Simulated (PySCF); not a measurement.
**MgAs: bond curves at several levels of theory**

Aim: find the lowest electronic state of MgAs, scan its bond at several levels of theory, and get bond length, wavenumber and dissociation energy from each curve.

Method: Mg pcseg-1, As pcseg-1, no relativity; program: PySCF 2.14.0.

### 1 Input

A driver script around PySCF takes these settings:

```json
{
  "atoms": "Mg, As",
  "charge": "0",
  "basis": "Mg pcseg-1, As pcseg-1",
  "Hamiltonian": "no relativity",
  "basis functions": "37",
  "electrons treated": "45",
  "masses in u": "23.9850, 74.9216",
  "levels": "PBE0, PBE, r²SCAN, revPBE, BHandHLYP, r²SCAN0, HF, MP2, SCS-MP2, CCSD, CCSD(T)",
  "grid": "80 radial by 434 angular points",
  "occupations": "held fixed by the projection of orbital angular momentum",
  "dissociation limit": "Mg + As, each in its ground configuration",
  "starting distance in angstrom": "2.530",
  "values of 2S to try": "1, 3"
}
```

After this run come: PBE0 along the bond; Higher solutions at PBE0; PBE (GGA); r²SCAN (meta-GGA); revPBE (GGA); BHandHLYP (global hybrid GGA); r²SCAN0 (hybrid meta-GGA); UHF; MP2 and coupled cluster.

**Question.** What will these runs give? Wanted: for each run, Re; ωe; De; μ.

**Answer**, as computed:

Lowest PBE0 solution found, without spin–orbit coupling: ⁴Σ⁻ (quartet), unpaired electrons σ ↑, π ↑↑. State 2 has its PBE0 minimum 0.21 eV higher, as a spin-mixed determinant (⟨S²⟩ = 1.76), so this is no gap between pure states. State 3 has its PBE0 minimum 0.46 eV higher, as a spin-mixed determinant (⟨S²⟩ = 1.76), so this is no gap between pure states. State 4 has its PBE0 minimum 0.58 eV higher. The other levels ran on the lowest alone.

```csv
level,Re (Å),ωe (cm⁻¹),De (eV),μ (D)
UHF,2.706,213.4,0.084,-3.17
UHF-MP2,2.708,226.8,0.245,n/a
UHF-SCS-MP2,2.723,218.1,0.174,n/a
UHF-CCSD,2.794,167.5,0.085,n/a
UHF-CCSD(T),2.787,176.2,0.122,n/a
PBE,2.717,219.8,0.70,-2.02
revPBE,2.736,214.8,0.62,-2.08
r²SCAN,2.678,241.5,0.83,-2.55
PBE0,2.689,229.7,0.65,-2.34
r²SCAN0,2.670,242.8,0.75,-2.68
BHandHLYP,2.693,222.6,0.464,-2.47
```

De is counted to Mg + As in their ground configurations. A positive dipole means Mg(−)As(+).

What this shows: Bond lengths run from 2.670 Å (r²SCAN0) to 2.794 Å (UHF-CCSD). CCSD(T) can't serve as the judge here: for a weak bond in this basis it is far from its limit. Of the levels with a De here, UHF gives the least (0.084 eV) and r²SCAN the most (0.83 eV).

Correlated steps freeze 10 core orbitals.
